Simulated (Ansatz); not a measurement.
This script drives Ansatz 0.2.0 through its Python package.

The script, `ch6gen_scan.py`:
```python
'''Stretching a bond of CH6GeN, the rest held rigid.'''

import warnings

import ansatz
import numpy as np

BASIS_SET = 'def2-SVP'
FUNCTIONAL = 'b3lyp'
VDW = 'd4'

warnings.simplefilter('ignore', ansatz.DeckWarning)

geometry_ang = [
    ('C', [-0.425, 0.8864, -0.635]),
    ('N', [0.1123, -0.406, -0.6781]),
    ('Ge', [1.0306, -0.679, 0.8984]),
    ('H', [-0.9751, 1.1101, -1.5848]),
    ('H', [0.3266, 1.6953, -0.6081]),
    ('H', [-1.1651, 1.0561, 0.2167]),
    ('H', [-0.6393, -1.0948, -0.6841]),
    ('H', [1.7184, -2.0854, 0.8956]),
    ('H', [0.105, -0.5289, 2.1622]),
]
system = ansatz.Crystal.molecule()
for symbol, xyz in geometry_ang:
    system = system.atom(symbol, xyz)

symbols = [site.symbol for site in system.cartesian_sites]
start = np.array([site.position_ang for site in system.cartesian_sites])
axis = (start[3] - start[0]) / np.linalg.norm(start[3] - start[0])
moving = [3]
lengths, energies = [0.986, 1.031, 1.075, 1.12, 1.165, 1.21, 1.255, 1.322], []
for length in lengths:
    xyz = start.copy()
    xyz[moving] += (length - np.linalg.norm(start[3] - start[0])) * axis
    point = ansatz.Crystal.molecule()
    for symbol, xyz in zip(symbols, xyz):
        point = point.atom(symbol, xyz.tolist())
    calculation = (
        point.calculation()
        .basis(gaussian=BASIS_SET)
        .functional(FUNCTIONAL, dispersion=VDW)
        .spin('collinear', total=1)
    )
    rep = calculation.run().report
    energies.append(rep['free_energy_ev'])
    print(f'r = {length:6.3f} A  E = {energies[-1]:.5f} eV  <S^2> = {abs(rep["mean_field"]["state"]["spin_squared"]):.3f}')

# quartic fit about the minimum
fit = np.polynomial.Polynomial.fit(lengths, np.array(energies) - min(energies), 4).convert()
roots = [r.real for r in fit.deriv().roots() if abs(r.imag) < 1e-9 and fit.deriv(2)(r.real) > 0]
r_e = min(roots, key=lambda r: abs(r - lengths[int(np.argmin(energies))]))
print(f'minimum of the fit at {r_e:.4f} A, force constant {fit.deriv(2)(r_e):.2f} eV/A^2')
```

It is started by `python ch6gen_scan.py`. Estimate its wall time and peak memory on 1 thread of Arm Neoverse V1, on a shared host.

It took about 46 s, with a peak of 0.31 GiB, for 8 runs of the engine.

```console
$ python ch6gen_scan.py
r =  0.986 A  E = -59133.58309 eV  <S^2> = 0.751
r =  1.031 A  E = -59133.77365 eV  <S^2> = 0.751
r =  1.075 A  E = -59133.86447 eV  <S^2> = 0.751
r =  1.120 A  E = -59133.88172 eV  <S^2> = 0.751
r =  1.165 A  E = -59133.84014 eV  <S^2> = 0.751
r =  1.210 A  E = -59133.75387 eV  <S^2> = 0.751
r =  1.255 A  E = -59133.63411 eV  <S^2> = 0.751
r =  1.322 A  E = -59133.41263 eV  <S^2> = 0.751
minimum of the fit at 1.1089 A, force constant 31.12 eV/A^2
```

Total energies depend on the basis set; only differences at equal settings carry meaning. The rest of the molecule is held rigid at a force-field or estimated start geometry, and the basis set is modest; single-reference methods fail as a bond breaks. The species is open-shell (spin multiplicity 2). b3lyp holds the VWN-RPA fit, as in Gaussian; the form of ORCA and Turbomole is b3lyp5.

(Lines on the test bed's own set-up are left out of the output.)
